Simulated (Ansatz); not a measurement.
Geometry optimisation, DFT PBEsol, scalar-relativistic, plane waves, PAW (Ansatz 0.2.0).

input.yaml

```yaml
crystal:
  lattice:
    - [7.67918, 0.0, 0.0]
    - [3.83959, 6.650365, 0.0]
    - [0.0, 0.0, 17.418765]
  atoms:
    - { symbol: H, position: [0.1666667, 0.1666667, 0.0574094] }
    - { symbol: H, position: [0.6666667, 0.1666667, 0.0574094] }
    - { symbol: H, position: [0.1666667, 0.6666667, 0.0574094] }
    - { symbol: H, position: [0.6666667, 0.6666667, 0.0574094] }
    - { symbol: Si, position: [0.1666667, 0.1666667, 0.1435234] }
    - { symbol: Si, position: [0.6666667, 0.1666667, 0.1435234] }
    - { symbol: Si, position: [0.1666667, 0.6666667, 0.1435234] }
    - { symbol: Si, position: [0.6666667, 0.6666667, 0.1435234] }
    - { symbol: Si, position: [-0.1666667, 0.3333333, 0.1885181] }
    - { symbol: Si, position: [0.3333333, 0.3333333, 0.1885181] }
    - { symbol: Si, position: [-0.1666667, 0.8333333, 0.1885181] }
    - { symbol: Si, position: [0.3333333, 0.8333333, 0.1885181] }
    - { symbol: Si, position: [-0.1666667, 0.3333333, 0.3235024] }
    - { symbol: Si, position: [0.3333333, 0.3333333, 0.3235024] }
    - { symbol: Si, position: [-0.1666667, 0.8333333, 0.3235024] }
    - { symbol: Si, position: [0.3333333, 0.8333333, 0.3235024] }
    - { symbol: Si, position: [0.0, 0.0, 0.3684971] }
    - { symbol: Si, position: [0.5, 0.0, 0.3684971] }
    - { symbol: Si, position: [0.0, 0.5, 0.3684971] }
    - { symbol: Si, position: [0.5, 0.5, 0.3684971] }
    - { symbol: C, position: [0.159456, 0.1640837, 0.3507002] }
    - { symbol: O, position: [0.159456, 0.1640837, 0.4172951] }
basis:
  ecutwfc: 420.0
kpoints:
  mp_grid: { grid: [2, 2, 1] }
hamiltonian:
  xc: pbesol
  pseudopotentials: { kind: paw, azcp: { folder: soft_1 } }
scf:
  occupations: { method: fermi_dirac, width: 0.02 }
  lower_state_search: "off"
relax:
  f_tol: 0.03
  max_steps: 60
  adjacent_minimum: "off"
  constraints: [{ sites: [0, 1, 2, 3, 4, 5, 6, 7] }]
output:
  write_density: true
  write_potential: true
  elf: true
  volumetric_format: npy
```

Run as:

```bash
$ ansatz run input.yaml --threads 1 --pin off --max-ram 3072MiB --backend cpu --events-out ev --progress --plain --runs-dir out
```

Where does it end, and by what steps?

The run converged. The force dipped under the threshold on the way, but the program's further checks kept it going. Limits of this set-up: coarse k mesh, thin slab, slab without dipole correction, no dispersion correction for a molecule that may bind weakly, PAW files made for another functional. After 34 steps the energy has fallen by 4.230 eV; O22 moved furthest, 2.19 Å. The start is strongly strained (largest force component 9 eV/Å). Joined: Si10–Si20 (3.84 → 2.59 Å).

```json
{"step": "0", "energy less start (eV)": "0.0000", "largest force component (eV/Å)": "8.798", "accepted": "yes"}
{"step": "2", "energy less start (eV)": "-0.6892", "largest force component (eV/Å)": "0.526", "accepted": "yes"}
{"step": "4", "energy less start (eV)": "-1.0670", "largest force component (eV/Å)": "1.721", "accepted": "yes"}
{"step": "6", "energy less start (eV)": "-1.3655", "largest force component (eV/Å)": "0.958", "accepted": "yes"}
{"step": "8", "energy less start (eV)": "-1.7697", "largest force component (eV/Å)": "0.978", "accepted": "yes"}
{"step": "10", "energy less start (eV)": "-2.4317", "largest force component (eV/Å)": "1.284", "accepted": "yes"}
{"step": "12", "energy less start (eV)": "-3.2407", "largest force component (eV/Å)": "1.300", "accepted": "yes"}
{"step": "14", "energy less start (eV)": "-3.5478", "largest force component (eV/Å)": "0.150", "accepted": "yes"}
{"step": "16", "energy less start (eV)": "-3.5691", "largest force component (eV/Å)": "0.161", "accepted": "yes"}
{"step": "18", "energy less start (eV)": "-3.5948", "largest force component (eV/Å)": "0.445", "accepted": "yes"}
{"step": "20", "energy less start (eV)": "-3.6533", "largest force component (eV/Å)": "0.374", "accepted": "yes"}
{"step": "22", "energy less start (eV)": "-3.7912", "largest force component (eV/Å)": "0.576", "accepted": "yes"}
{"step": "24", "energy less start (eV)": "-3.9717", "largest force component (eV/Å)": "0.671", "accepted": "yes"}
{"step": "26", "energy less start (eV)": "-4.1378", "largest force component (eV/Å)": "0.448", "accepted": "yes"}
{"step": "28", "energy less start (eV)": "-4.1850", "largest force component (eV/Å)": "0.736", "accepted": "yes"}
{"step": "30", "energy less start (eV)": "-4.2228", "largest force component (eV/Å)": "0.238", "accepted": "yes"}
{"step": "32", "energy less start (eV)": "-4.2295", "largest force component (eV/Å)": "0.176", "accepted": "yes"}
{"step": "34", "energy less start (eV)": "-4.2300", "largest force component (eV/Å)": "0.009", "accepted": "yes"}
```

```xyz
22
Lattice="7.6792 0.0000 0.0000 3.8396 6.6504 0.0000 0.0000 0.0000 17.4188" Properties=species:S:1:pos:R:3
H 1.920 1.108 1.000
H 5.759 1.108 1.000
H 3.840 4.434 1.000
H 7.679 4.434 1.000
Si 1.920 1.108 2.500
Si 5.759 1.108 2.500
Si 3.840 4.434 2.500
Si 7.679 4.434 2.500
Si -0.007 2.206 3.233
Si 3.903 2.255 3.367
Si 1.899 5.558 3.405
Si 5.756 5.535 3.091
Si -0.213 2.063 5.540
Si 3.099 2.011 5.835
Si 1.630 5.468 5.862
Si 5.425 5.179 5.296
Si -0.028 -0.162 6.320
Si 3.230 -0.266 6.434
Si 1.412 3.288 6.793
Si 5.220 2.842 5.524
C 1.526 -0.116 7.787
O 1.456 -0.256 8.955
```

Run time: 8.4 min on 1 thread of Arm Neoverse V2, with other jobs on the host, peak memory 0.91 GiB.
